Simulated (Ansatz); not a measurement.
Al3Au: band structure with PBEsol

Al3Au:

```
CELL_PARAMETERS angstrom
-2.02533 2.02533 4.05660
2.02533 -2.02533 4.05660
2.02533 2.02533 -4.05660
ATOMIC_POSITIONS crystal
Au 0.00000 0.00000 0.00000
Al 0.50000 0.50000 0.00000
Al 0.25000 0.75000 0.50000
Al 0.75000 0.25000 0.50000
```

The cell comes from a database or a generator and needn't be the stable form of this composition.

| Property | Result |
| --- | --- |
| Program | Ansatz 0.2.0 |
| Task | band structure |
| Functional | PBEsol |
| Potentials or basis | all-electron LAPW, non-relativistic |
| Cutoff | 178 eV (chosen from the basis error) |
| Basis error allowed | 0.002 eV/atom |
| k mesh | 9 × 9 × 9 |
| Occupations | fermi-dirac, width 0.05 eV |
| Spin | no spin polarisation |

```json
{"Pressure": "5.9 GPa", "Band gap along the path": "none (metal or under the smearing width)"}
```

Stress tensor (GPa, compression positive):
```
6.08 0.00 0.00
0.00 6.08 0.00
0.00 0.00 5.43
```

Levels at the corners of the path, in eV from the Fermi level:
| point | band 30 | band 31 | band 32 | band 33 | band 34 | band 35 |
| --- | --- | --- | --- | --- | --- | --- |
| Γ | -2.62 | 0.09 | 0.09 | 0.51 | 0.55 | 0.55 |
| X | -4.43 | -4.33 | -3.97 | -2.08 | -1.92 | 2.22 |
| Y | -5.27 | -5.00 | -4.21 | -1.04 | -0.07 | 2.74 |
| S | -5.68 | -5.51 | -0.79 | 0.92 | 1.32 | 2.69 |
| Γ | -2.62 | 0.09 | 0.09 | 0.51 | 0.55 | 0.55 |
| Z | -5.97 | -2.50 | -2.50 | 0.23 | 0.62 | 4.97 |
| S1 | -5.68 | -5.51 | -0.79 | 0.92 | 1.32 | 2.69 |
| N | -5.51 | -3.48 | -1.89 | 0.45 | 1.25 | 1.26 |

Wall time 23 s on 2 threads of Arm Neoverse V2, on a shared host, peak memory 0.49 GiB.

Caveat: relativity is left out, which matters for the heavier elements; spin-orbit coupling is left out, which moves the levels of the heavy elements.
